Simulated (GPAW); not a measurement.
# CoW3 (Pm-3m) in GPAW: settings compared

The runs below take CoW3 through relaxation of cell and atoms, with PBEsol, PBEsol+D3, PBEsol+D3(BJ), PBEsol+D3(BJ)+ATM, PBEsol+D4.

All numbers are computed with GPAW 26.7.0; they aren't measurements. Logs are shortened: lines on timing, memory, paths and dates and some standing lists are left out, and cuts for length are marked. The log counts tension as positive stress, the text compression.

### Step 1. The crystal as given

Symmetry: Pm-3m, No. 221, cubic system. The conventional cell has a = 3.907 Å, b = 3.907 Å, c = 3.907 Å, α = 90.00°, β = 90.00°, γ = 90.00°. W (site symmetry 4/mmm) is surrounded by 8 W at 2.76 Å and 4 Co at 2.76 Å. Around Co (site symmetry m-3m) lie 12 W at 2.76 Å.

The cell comes from a database or a generator and needn't be the stable form of this composition.

### Step 2. Relaxation of cell and atoms, PBEsol, collinear spin, ferromagnetic start

File run.py:

```python
from ase import Atoms
from ase.filters import FrechetCellFilter
from ase.io import write
from ase.optimize import BFGS
from gpaw import GPAW, PW, setup_paths

setup_paths.insert(0, '.')

atoms = Atoms(['W', 'W', 'W', 'Co'],
              cell=[[3.907351, 0.0, 0.0],
                    [0.0, 3.907351, 0.0],
                    [0.0, 0.0, 3.907351]],
              scaled_positions=[[0.5, 0.5, 0.0],
                                [0.5, 0.0, 0.5],
                                [0.0, 0.5, 0.5],
                                [0.0, 0.0, 0.0]],
              pbc=True)
atoms.set_initial_magnetic_moments([0.0, 0.0, 0.0, 2.0])

calc = GPAW(mode=PW(600),
            xc='PBEsol',
            kpts={'size': (5, 5, 5), 'gamma': True},
            occupations={'name': 'fermi-dirac', 'width': 0.05},
            nbands=46,
            convergence={'density': 1e-05, 'forces': 0.0001},
            maxiter=150,
            txt='gpaw.txt')
atoms.calc = calc
opt = BFGS(FrechetCellFilter(atoms), trajectory='relax.traj', logfile='-')
done = opt.run(fmax=0.02, steps=60)
calc.write('gs.gpw')
write('result.traj', atoms)
print('Converged:', done)
print('Cell:', atoms.cell.cellpar().round(4))
print('Volume:', round(atoms.get_volume(), 4))
print(atoms.get_scaled_positions().round(5))
```

Potentials or basis: PAW data sets generated in the run's folder for this functional, pw.

Command:

```
> gpaw-setup -f PBEsol Co W
> OMP_NUM_THREADS=1 python run.py
```

gpaw.txt:

```text
__  _  _
 | _ |_)|_||  |
 |__||  | ||/\| - 26.7.0

Input parameters:
  mode=PW(ecut=600.0),
  convergence={'density': 1e-05, 'forces': 0.0001},
  kpts=MonkhorstPack(size=(5, 5, 5), gamma=True),
  maxiter=150,
  nbands=46,
  occupations=Occupations(name='fermi-dirac', width=0.05),
  xc=XC(name='PBEsol')

Diagonalizing LCAO Hamiltonian
Converting LCAO to pw mode
   .---------.
  /|         |
 * |         |
 | |         |
 |W|         |
 | .--W------.
 |/    W    /
 Co--------*

Atoms  # Å, Bohr magnetons
|   | symbol |        x |        y |        z |    initial magnetic moments |
|---|--------|----------|----------|----------|-----------------------------|
| 0 |      W | 1.953675 | 1.953675 | 0.000000 | ( 0.0000,  0.0000,  0.0000) |
| 1 |      W | 1.953675 | 0.000000 | 1.953675 | ( 0.0000,  0.0000,  0.0000) |
| 2 |      W | 0.000000 | 1.953675 | 1.953675 | ( 0.0000,  0.0000,  0.0000) |
| 3 |     Co | 0.000000 | 0.000000 | 0.000000 | ( 0.0000,  0.0000,  2.0000) |

Unit cell  # Å
| periodic |        x |        y |        z |  lengths |    angles |
|----------|----------|----------|----------|----------|-----------|
|      yes | 3.907351 | 0.000000 | 0.000000 | 3.907351 | 90.000000 |
|      yes | 0.000000 | 3.907351 | 0.000000 | 3.907351 | 90.000000 |
|      yes | 0.000000 | 0.000000 | 3.907351 | 3.907351 | 90.000000 |

Number of symmetries: 48
Symmetry operations  # r_c * U_cc + t_c -> r_c
|    | kind |            matrix            |
|----|------|------------------------------|
|  0 |  E   |  1, 0, 0,  0, 1, 0,  0, 0, 1 |
|  1 |  σ   |  1, 0, 0,  0, 1, 0,  0, 0,-1 |
|  2 |  σ   |  1, 0, 0,  0, 0, 1,  0, 1, 0 |
|  3 |  C4  |  1, 0, 0,  0, 0, 1,  0,-1, 0 |
|  4 |  C4  |  1, 0, 0,  0, 0,-1,  0, 1, 0 |
|  5 |  σ   |  1, 0, 0,  0, 0,-1,  0,-1, 0 |
|  6 |  σ   |  1, 0, 0,  0,-1, 0,  0, 0, 1 |
|  7 |  C2  |  1, 0, 0,  0,-1, 0,  0, 0,-1 |
|  8 |  σ   |  0, 1, 0,  1, 0, 0,  0, 0, 1 |
|  9 |  C2  |  0, 1, 0,  1, 0, 0,  0, 0,-1 |
| 10 |  C3  |  0, 1, 0,  0, 0, 1,  1, 0, 0 |
| 11 |  S6  |  0, 1, 0,  0, 0, 1, -1, 0, 0 |
| 12 |  S6  |  0, 1, 0,  0, 0,-1,  1, 0, 0 |
| 13 |  C3  |  0, 1, 0,  0, 0,-1, -1, 0, 0 |
[... 249 lines left out ...]
Forces  # eV/Ang
|        x |        y |        z |
|----------|----------|----------|
|  0.00000 |  0.00000 | -0.00000 |  # W    0
|  0.00000 | -0.00000 |  0.00000 |  # W    1
| -0.00000 |  0.00000 |  0.00000 |  # W    2
| -0.00000 | -0.00000 | -0.00000 |  # Co   3

Interpolating wave functions to new cell
   .---------.
  /|         |
 * |         |
 |W|         |
 | |  W      |
 | .---------.
 |/    W    /
 Co--------*

Atoms  # Å, Bohr magnetons
|   | symbol |         x |         y |         z |    initial magnetic moments |
|---|--------|-----------|-----------|-----------|-----------------------------|
| 0 |      W |  1.947099 |  1.947099 | -0.000000 | ( 0.0000,  0.0000,  0.0569) |
| 1 |      W |  1.947099 | -0.000000 |  1.947099 | ( 0.0000,  0.0000,  0.0569) |
| 2 |      W | -0.000000 |  1.947099 |  1.947099 | ( 0.0000,  0.0000,  0.0569) |
| 3 |     Co | -0.000000 | -0.000000 | -0.000000 | ( 0.0000,  0.0000,  0.8578) |

Unit cell  # Å
| periodic |        x |        y |        z |  lengths |    angles |
|----------|----------|----------|----------|----------|-----------|
|      yes | 3.894199 | 0.000000 | 0.000000 | 3.894199 | 90.000000 |
|      yes | 0.000000 | 3.894199 | 0.000000 | 3.894199 | 90.000000 |
|      yes | 0.000000 | 0.000000 | 3.894199 | 3.894199 | 90.000000 |

Number of symmetries: 48
Symmetry operations  # r_c * U_cc + t_c -> r_c
|    | kind |            matrix            |
|----|------|------------------------------|
|  0 |  E   |  1, 0, 0,  0, 1, 0,  0, 0, 1 |
|  1 |  σ   |  1, 0, 0,  0, 1, 0,  0, 0,-1 |
|  2 |  σ   |  1, 0, 0,  0, 0, 1,  0, 1, 0 |
|  3 |  C4  |  1, 0, 0,  0, 0, 1,  0,-1, 0 |
|  4 |  C4  |  1, 0, 0,  0, 0,-1,  0, 1, 0 |
|  5 |  σ   |  1, 0, 0,  0, 0,-1,  0,-1, 0 |
|  6 |  σ   |  1, 0, 0,  0,-1, 0,  0, 0, 1 |
|  7 |  C2  |  1, 0, 0,  0,-1, 0,  0, 0,-1 |
|  8 |  σ   |  0, 1, 0,  1, 0, 0,  0, 0, 1 |
|  9 |  C2  |  0, 1, 0,  1, 0, 0,  0, 0,-1 |
| 10 |  C3  |  0, 1, 0,  0, 0, 1,  1, 0, 0 |
| 11 |  S6  |  0, 1, 0,  0, 0, 1, -1, 0, 0 |
| 12 |  S6  |  0, 1, 0,  0, 0,-1,  1, 0, 0 |
| 13 |  C3  |  0, 1, 0,  0, 0,-1, -1, 0, 0 |
[... 241 lines left out ...]
Stress tensor  # eV/Ang^3
|        x |        y |        z |
|----------|----------|----------|
| 0.047478 | 0.000000 | 0.000000 |
| 0.000000 | 0.047478 | 0.000000 |
| 0.000000 | 0.000000 | 0.047478 |

Forces  # eV/Ang
|       x |       y |       z |
|---------|---------|---------|
| 0.00000 | 0.00000 | 0.00000 |  # W    0
| 0.00000 | 0.00000 | 0.00000 |  # W    1
| 0.00000 | 0.00000 | 0.00000 |  # W    2
| 0.00000 | 0.00000 | 0.00000 |  # Co   3

Interpolating wave functions to new cell

         W
            W
              W
       Co

Atoms  # Å, Bohr magnetons
|   | symbol |        x |         y |         z |    initial magnetic moments |
|---|--------|----------|-----------|-----------|-----------------------------|
| 0 |      W | 1.928265 |  1.928265 |  0.000000 | ( 0.0000,  0.0000,  0.0566) |
| 1 |      W | 1.928265 | -0.000000 |  1.928265 | ( 0.0000,  0.0000,  0.0566) |
| 2 |      W | 0.000000 |  1.928265 |  1.928265 | ( 0.0000,  0.0000,  0.0566) |
| 3 |     Co | 0.000000 |  0.000000 | -0.000000 | ( 0.0000,  0.0000,  0.8147) |

Unit cell  # Å
| periodic |         x |         y |         z |  lengths |    angles |
|----------|-----------|-----------|-----------|----------|-----------|
|      yes |  3.856529 |  0.000000 | -0.000000 | 3.856529 | 90.000000 |
|      yes | -0.000000 |  3.856529 |  0.000000 | 3.856529 | 90.000000 |
|      yes | -0.000000 | -0.000000 |  3.856529 | 3.856529 | 90.000000 |

Number of symmetries: 48
Symmetry operations  # r_c * U_cc + t_c -> r_c
|    | kind |            matrix            |
|----|------|------------------------------|
|  0 |  E   |  1, 0, 0,  0, 1, 0,  0, 0, 1 |
|  1 |  σ   |  1, 0, 0,  0, 1, 0,  0, 0,-1 |
|  2 |  σ   |  1, 0, 0,  0, 0, 1,  0, 1, 0 |
|  3 |  C4  |  1, 0, 0,  0, 0, 1,  0,-1, 0 |
|  4 |  C4  |  1, 0, 0,  0, 0,-1,  0, 1, 0 |
|  5 |  σ   |  1, 0, 0,  0, 0,-1,  0,-1, 0 |
|  6 |  σ   |  1, 0, 0,  0,-1, 0,  0, 0, 1 |
|  7 |  C2  |  1, 0, 0,  0,-1, 0,  0, 0,-1 |
|  8 |  σ   |  0, 1, 0,  1, 0, 0,  0, 0, 1 |
|  9 |  C2  |  0, 1, 0,  1, 0, 0,  0, 0,-1 |
| 10 |  C3  |  0, 1, 0,  0, 0, 1,  1, 0, 0 |
| 11 |  S6  |  0, 1, 0,  0, 0, 1, -1, 0, 0 |
| 12 |  S6  |  0, 1, 0,  0, 0,-1,  1, 0, 0 |
| 13 |  C3  |  0, 1, 0,  0, 0,-1, -1, 0, 0 |
[... 234 lines left out ...]
|         28 |        16.667 |     0.000 |        16.718 |     0.000 |
|         29 |        16.667 |     0.000 |        16.718 |     0.000 |
|        ... |               |           |               |           |
|         45 |        34.043 |     0.000 |        34.080 |     0.000 |

No gap
No difference between direct/indirect transitions

Stress tensor  # eV/Ang^3
|         x |         y |         z |
|-----------|-----------|-----------|
| -0.002799 |  0.000000 |  0.000000 |
|  0.000000 | -0.002799 |  0.000000 |
|  0.000000 |  0.000000 | -0.002799 |

Forces  # eV/Ang
|        x |        y |        z |
|----------|----------|----------|
|  0.00000 |  0.00000 | -0.00000 |  # W    0
|  0.00000 | -0.00000 |  0.00000 |  # W    1
| -0.00000 |  0.00000 |  0.00000 |  # W    2
|  0.00000 |  0.00000 |  0.00000 |  # Co   3

Interpolating wave functions to new cell

         W
            W
              W
       Co

Atoms  # Å, Bohr magnetons
|   | symbol |         x |        y |         z |    initial magnetic moments |
|---|--------|-----------|----------|-----------|-----------------------------|
| 0 |      W |  1.929280 | 1.929280 |  0.000000 | ( 0.0000,  0.0000,  0.0549) |
| 1 |      W |  1.929280 | 0.000000 |  1.929280 | ( 0.0000,  0.0000,  0.0549) |
| 2 |      W | -0.000000 | 1.929280 |  1.929280 | ( 0.0000,  0.0000,  0.0549) |
| 3 |     Co |  0.000000 | 0.000000 | -0.000000 | ( 0.0000,  0.0000,  0.6990) |

Unit cell  # Å
| periodic |         x |         y |         z |  lengths |    angles |
|----------|-----------|-----------|-----------|----------|-----------|
|      yes |  3.858560 | -0.000000 | -0.000000 | 3.858560 | 90.000000 |
|      yes | -0.000000 |  3.858560 |  0.000000 | 3.858560 | 90.000000 |
|      yes | -0.000000 |  0.000000 |  3.858560 | 3.858560 | 90.000000 |

Number of symmetries: 48
Symmetry operations  # r_c * U_cc + t_c -> r_c
|    | kind |            matrix            |
|----|------|------------------------------|
|  0 |  E   |  1, 0, 0,  0, 1, 0,  0, 0, 1 |
|  1 |  σ   |  1, 0, 0,  0, 1, 0,  0, 0,-1 |
|  2 |  σ   |  1, 0, 0,  0, 0, 1,  0, 1, 0 |
|  3 |  C4  |  1, 0, 0,  0, 0, 1,  0,-1, 0 |
|  4 |  C4  |  1, 0, 0,  0, 0,-1,  0, 1, 0 |
|  5 |  σ   |  1, 0, 0,  0, 0,-1,  0,-1, 0 |
|  6 |  σ   |  1, 0, 0,  0,-1, 0,  0, 0, 1 |
|  7 |  C2  |  1, 0, 0,  0,-1, 0,  0, 0,-1 |
|  8 |  σ   |  0, 1, 0,  1, 0, 0,  0, 0, 1 |
|  9 |  C2  |  0, 1, 0,  1, 0, 0,  0, 0,-1 |
| 10 |  C3  |  0, 1, 0,  0, 0, 1,  1, 0, 0 |
| 11 |  S6  |  0, 1, 0,  0, 0, 1, -1, 0, 0 |
| 12 |  S6  |  0, 1, 0,  0, 0,-1,  1, 0, 0 |
| 13 |  C3  |  0, 1, 0,  0, 0,-1, -1, 0, 0 |
[... 239 lines left out ...]
Stress tensor  # eV/Ang^3
|        x |        y |        z |
|----------|----------|----------|
| 0.000118 | 0.000000 | 0.000000 |
| 0.000000 | 0.000118 | 0.000000 |
| 0.000000 | 0.000000 | 0.000118 |

Forces  # eV/Ang
|        x |        y |       z |
|----------|----------|---------|
|  0.00000 |  0.00000 | 0.00000 |  # W    0
|  0.00000 |  0.00000 | 0.00000 |  # W    1
|  0.00000 | -0.00000 | 0.00000 |  # W    2
| -0.00000 |  0.00000 | 0.00000 |  # Co   3

# Writing to gs.gpw (mode='')
```

Run time: 3.9 min. Hardware: 1 thread of Arm Neoverse V1, shared host; peak memory 0.25 GiB.

What came out:

```
Free energy                            : -45.2121 eV
Relaxed volume                         : 14.36 Å³/atom
Relaxed cell                           : a = 3.859 Å, b = 3.859 Å, c = 3.859 Å, α = 90.00°, β = 90.00°, γ = 90.00°
Space group after relaxing (to 0.05 Å) : Pm-3m (No. 221)
Energy gained by relaxing              : 16.7 meV/atom
Ionic steps                            : 4
Pressure after relaxing                : 0.0 GPa
Band gap on the k mesh                 : none (metal or under the smearing width)
Net moment                             : 0.93 μB per cell
Site moments                           : W +0.06; Co +0.70 μB
```

The path:
```csv
step,energy change (eV),largest force (eV/Å),pressure (GPa),volume (Å³)
1,0.0000,0.0000,-10.14,59.66
2,-0.0316,0.0000,-7.61,59.05
3,-0.0665,0.0000,0.45,57.36
4,-0.0668,0.0000,-0.02,57.45
```

Final structure:
```
W Co
1.0
     3.85856    0.00000    0.00000
     0.00000    3.85856    0.00000
     0.00000    0.00000    3.85856
W Co
3 1
Cartesian
  1.9293 1.9293 0.0000
  1.9293 0.0000 1.9293
  0.0000 1.9293 1.9293
  0.0000 0.0000 0.0000
```

Caveat: each step starts from the last one's moments, so a moment once lost doesn't come back; later steps reuse the first step's grids.

### Step 3. Relaxation of cell and atoms, PBEsol+D3, collinear spin, ferromagnetic start

Edit run.py of step 2 so:

```diff
@@ -1,2 +1,3 @@
 from ase import Atoms
+from ase.calculators.mixing import SumCalculator
 from ase.filters import FrechetCellFilter
@@ -4,2 +5,3 @@
 from ase.optimize import BFGS
+from dftd3.ase import DFTD3
 from gpaw import GPAW, PW, setup_paths
@@ -27,3 +29,3 @@
             txt='gpaw.txt')
-atoms.calc = calc
+atoms.calc = SumCalculator([calc, DFTD3(method='pbesol', damping='d3zero')])
 opt = BFGS(FrechetCellFilter(atoms), trajectory='relax.traj', logfile='-')
```

Potentials or basis: PAW data sets generated in the run's folder for this functional, pw.

Command:

```
> gpaw-setup -f PBEsol Co W
> OMP_NUM_THREADS=1 python run.py
```

Wall time 4.1 min (1 thread of Arm Neoverse V1, shared host); peak memory 0.25 GiB.

The run converged. Its results:

- Free energy: -47.0443 eV
- Relaxed volume: 14.05 Å³/atom
- Relaxed cell: a = 3.831 Å, b = 3.831 Å, c = 3.831 Å, α = 90.00°, β = 90.00°, γ = 90.00°
- Space group after relaxing (to 0.05 Å): Pm-3m (No. 221)
- Energy gained by relaxing: 43.9 meV/atom
- Ionic steps: 4
- Pressure after relaxing: -0.1 GPa
- Band gap on the k mesh: none (metal or under the smearing width)
- Net moment: 0.85 μB per cell
- Site moments: W +0.05; Co +0.63 μB
- Dispersion energy per atom: -0.465 eV

The path:
```tsv
step	energy change (eV)	largest force (eV/Å)	pressure (GPa)	volume (Å³)
1	0.0000	0.0000	-16.19	59.66
2	-0.0827	0.0000	-12.27	58.70
3	-0.1742	0.0000	1.24	55.98
4	-0.1756	0.0000	-0.07	56.21
```

Final structure:
```xyz
4
Lattice="3.8307 0.0000 0.0000 0.0000 3.8307 0.0000 0.0000 0.0000 3.8307" Properties=species:S:1:pos:R:3 pbc="T T T"
W     1.9154    1.9154    0.0000
W     1.9154    0.0000    1.9154
W     0.0000    1.9154    1.9154
Co    0.0000    0.0000    0.0000
```

Levels at points of the mesh, in eV from the Fermi level:
Spin up:
| k point | band 22 | band 23 | band 24 | band 25 | band 26 | band 27 | band 28 | band 29 |
| --- | --- | --- | --- | --- | --- | --- | --- | --- |
| (0.00, 0.00, 0.00) | -1.36 | 0.11 | 0.11 | 2.98 | 2.98 | 2.98 | 3.20 | 3.20 |
Spin down:
| k point | band 22 | band 23 | band 24 | band 25 | band 26 | band 27 |
| --- | --- | --- | --- | --- | --- | --- |
| (0.00, 0.00, 0.00) | -1.01 | 0.71 | 0.71 | 3.18 | 3.18 | 3.18 |

Caveat: each step starts from the last one's moments, so a moment once lost doesn't come back; later steps reuse the first step's grids; pairwise dispersion overbinds metals, which lowers pressure and volume.

### Step 4. Relaxation of cell and atoms, PBEsol+D3(BJ), collinear spin, ferromagnetic start

Edit run.py of step 3 so:

```diff
@@ -29,3 +29,3 @@
             txt='gpaw.txt')
-atoms.calc = SumCalculator([calc, DFTD3(method='pbesol', damping='d3zero')])
+atoms.calc = SumCalculator([calc, DFTD3(method='pbesol', damping='d3bj')])
 opt = BFGS(FrechetCellFilter(atoms), trajectory='relax.traj', logfile='-')
```

Command:

```
> gpaw-setup -f PBEsol Co W
> OMP_NUM_THREADS=1 python run.py
```

Run time: 3.9 min. Hardware: 1 thread of Arm Neoverse V1, shared host; peak memory 0.25 GiB.

It converged, with:

- Free energy: -47.8938 eV
- Relaxed volume: 14.01 Å³/atom
- Relaxed cell: a = 3.827 Å, b = 3.827 Å, c = 3.827 Å, α = 90.00°, β = 90.00°, γ = 90.00°
- Space group after relaxing (to 0.05 Å): Pm-3m (No. 221)
- Energy gained by relaxing: 48.9 meV/atom
- Ionic steps: 4
- Pressure after relaxing: -0.1 GPa
- Band gap on the k mesh: none (metal or under the smearing width)
- Net moment: 0.83 μB per cell
- Site moments: W +0.05; Co +0.62 μB
- Dispersion energy per atom: -0.679 eV

The path:
| step | energy change (eV) | largest force (eV/Å) | pressure (GPa) | volume (Å³) |
| --- | --- | --- | --- | --- |
| 1 | 0.0000 | 0.0000 | -17.03 | 59.66 |
| 2 | -0.0917 | 0.0000 | -12.94 | 58.65 |
| 3 | -0.1938 | 0.0000 | 1.31 | 55.78 |
| 4 | -0.1955 | 0.0000 | -0.07 | 56.03 |

Final structure:
```cif
data_structure
_symmetry_space_group_name_H-M 'P 1'
_symmetry_Int_Tables_number 1
_cell_length_a 3.8265
_cell_length_b 3.8265
_cell_length_c 3.8265
_cell_angle_alpha 90.000
_cell_angle_beta 90.000
_cell_angle_gamma 90.000
_cell_volume 56.03
loop_
_atom_site_label
_atom_site_type_symbol
_atom_site_fract_x
_atom_site_fract_y
_atom_site_fract_z
_atom_site_occupancy
W1 W 0.50000 0.50000 0.00000 1
W2 W 0.50000 0.00000 0.50000 1
W3 W 0.00000 0.50000 0.50000 1
Co1 Co 0.00000 0.00000 0.00000 1
```

Levels at points of the mesh, in eV from the Fermi level:
Spin up:
```
           k point  band 22  band 23  band 24  band 25  band 26  band 27  band 28  band 29
(0.00, 0.00, 0.00)    -1.36     0.12     0.12     2.99     2.99     2.99     3.22     3.22
```
Spin down:
| k point | band 21 | band 22 | band 23 | band 24 | band 25 | band 26 | band 27 | band 28 |
| --- | --- | --- | --- | --- | --- | --- | --- | --- |
| (0.00, 0.00, 0.00) | -1.02 | -1.02 | 0.70 | 0.70 | 3.19 | 3.19 | 3.19 | 3.27 |

Caveat: each step starts from the last one's moments, so a moment once lost doesn't come back; later steps reuse the first step's grids; pairwise dispersion overbinds metals, which lowers pressure and volume.

(Continued in part 2 of 2.)
